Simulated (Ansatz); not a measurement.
# BrFH2OSn: up Jacob's ladder to CCSD(T)

An exercise on one series of results from a longer session: the logs are not shown, and one member is left open.

Method: functionals in def2-TZVPP, the program's frozen cores in correlated methods; program: Ansatz 0.2.0, Gaussian basis.

The runs, in order: LDA (SPW92), PBE-D4, revPBE-D4, BLYP-D4, r2SCAN-D4, B97M-V, PBE0-D4, B3LYP-D4, r2SCANh-D4, r2SCAN0-D4, HSE06-D4, BHLYP-D4, CAM-B3LYP-D4, LC-ωPBE, ωB97X-V, ωB97M-V, B2PLYP, PBE-QIDH; CCSD(T)/def2-SVP; CCSD(T)/def2-TZVPP; MP2/def2-QZVPP; extrapolation to the limit; RPA on PBE.

## The relaxed structure

An earlier PBE0-D4 in a triple-zeta def2 set relaxation fixed the geometry. Sn takes the def2 core potential; no spin-orbit term is included.

SMILES `[OH][SnH]([F])[Br]`, 6 atoms, charge 0, spin multiplicity 1.

Atoms are counted from 1 here; the program's logs count them from 0.

Bond lengths: O1–Sn2 1.936 Å, O1–H5 0.961 Å, Sn2–F3 1.910 Å, Sn2–Br4 2.451 Å, Sn2–H6 1.687 Å. Angles: Sn2–O1–H5 113.8°, O1–Sn2–F3 106.3°, O1–Sn2–Br4 109.9°, O1–Sn2–H6 110.6°, F3–Sn2–Br4 104.4°, F3–Sn2–H6 109.7°, Br4–Sn2–H6 115.4°.

Set-up of the first run:

Contents of in.yaml:

```yaml
crystal:
  periodic: [false, false, false]
  atoms:
    - {symbol: O, position_ang: [-0.582439, 0.137465, -1.462666]}
    - {symbol: Sn, position_ang: [0.004250, -0.352400, 0.315576]}
    - {symbol: F, position_ang: [1.900089, -0.557440, 0.215583]}
    - {symbol: Br, position_ang: [-0.327107, 1.527695, 1.852606]}
    - {symbol: H, position_ang: [-0.252457, 0.990250, -1.759074]}
    - {symbol: H, position_ang: [-0.700136, -1.809569, 0.791877]}
basis:
  gaussian: {orbitals: def2-TZVPP}
hamiltonian: {xc: lda}
output: {orbitals: {seedname: orbitals}}
```

Command:

```console
ansatz run in.yaml --threads 4 --pin off --events-out ev --progress --plain --max-ram 10444MiB
```

Among the steps run: LDA; PBE-D4 (GGA); revPBE-D4 (GGA); BLYP-D4 (GGA); r2SCAN-D4 (meta-GGA); B97M-V (meta-GGA); B3LYP-D4 (hybrid); r2SCANh-D4 (hybrid); r2SCAN0-D4 (hybrid); HSE06-D4 (hybrid); BHLYP-D4 (hybrid); CAM-B3LYP-D4 (range-separated); LC-ωPBE (range-separated); ωB97X-V (range-separated); ωB97M-V (range-separated); B2PLYP (double hybrid); PBE-QIDH (double hybrid).

One table of the session follows, with a row left open; its other results are not shown here.

It belongs to the step «Orbital energies across the functionals». 

```
  functional  HOMO (eV)  LUMO (eV)  gap (eV)
 LDA (SPW92)      -7.72      -3.09      4.63
      PBE-D4      -7.54      -2.79      4.75
   revPBE-D4      -7.48      -2.69      4.79
     BLYP-D4      -7.39      -2.77      4.61
   r2SCAN-D4          ?          ?         ?
      B97M-V      -7.98      -2.52      5.46
     PBE0-D4      -8.93      -1.87      7.06
    B3LYP-D4      -8.65      -2.21      6.45
  r2SCANh-D4      -8.42      -2.22      6.20
  r2SCAN0-D4      -9.17      -1.72      7.44
    HSE06-D4      -8.53      -2.24      6.29
    BHLYP-D4     -10.11      -0.93      9.18
CAM-B3LYP-D4     -10.27      -0.89      9.38
     LC-ωPBE     -11.68       0.40     12.09
     ωB97X-V     -11.31       0.27     11.58
     ωB97M-V     -11.17       0.12     11.28
```

**Question.** Estimate the row for r2SCAN-D4.

Worked estimate for «HOMO (eV)». Against the share of exact exchange, r2SCANh-D4 (0.1, -8.42), r2SCAN0-D4 (0.25, -9.17) give a slope of -5.00 per unit share; at 0 the line stands at -7.92.

As computed: HOMO (eV): -7.91; LUMO (eV): -2.56; gap (eV): 5.36. In «HOMO (eV)» the line misses by -0.01.
